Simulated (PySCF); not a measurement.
# C6H9F3O: the cost of one run

Computed with PySCF 2.14.0 and routines of our own; the level stands in each step. Atoms count from 0.

## (1) The starting structure

19 atoms, charge 0, multiplicity 1; geometry from: GFN2-xTB.

## (2) Magnetic properties: GIAO B3LYP/pcSseg-1

Job settings and geometry (Å):

```
{"job": {"kind": "mag", "xc": "B3LYP", "basis": "pcSseg-1", "isotopologues": 0}, "charge": 0, "multiplicity": 1}
F      2.890049     0.975589    -0.357483
C      2.217282    -0.140599    -0.035591
F      2.923475    -0.740093     0.935825
F      2.289359    -0.946451    -1.106994
C      0.788177     0.149923     0.381636
C      0.023834     0.842949    -0.751472
C     -1.432213     1.019473    -0.324411
C     -2.007851    -0.333707     0.095513
O     -1.257640    -0.914825     1.141134
C      0.069027    -1.157429     0.762346
H      0.831015     0.803814     1.259062
H      0.072169     0.221683    -1.649533
H      0.480551     1.807736    -0.979101
H     -1.484461     1.705742     0.522377
H     -2.020932     1.432262    -1.143219
H     -3.020840    -0.225449     0.486191
H     -2.027015    -1.013476    -0.770399
H      0.104165    -1.849188    -0.094621
H      0.552045    -1.628705     1.621278
```

With the program's defaults for keys left out, this is: GIAO B3LYP/pcSseg-1 magnetisability, rotational g tensor and spin-rotation constants, non-relativistic, gas phase.

Launch:

```bash
OMP_NUM_THREADS=1 python excited_run.py task.json out
```

One launch serves the whole session: the jobs run in the order shown.

Q: Estimate the wall time and peak memory of this first job on 1 thread of Arm Neoverse V1, shared host.

About 47 s, with a peak of 1.1 GiB.
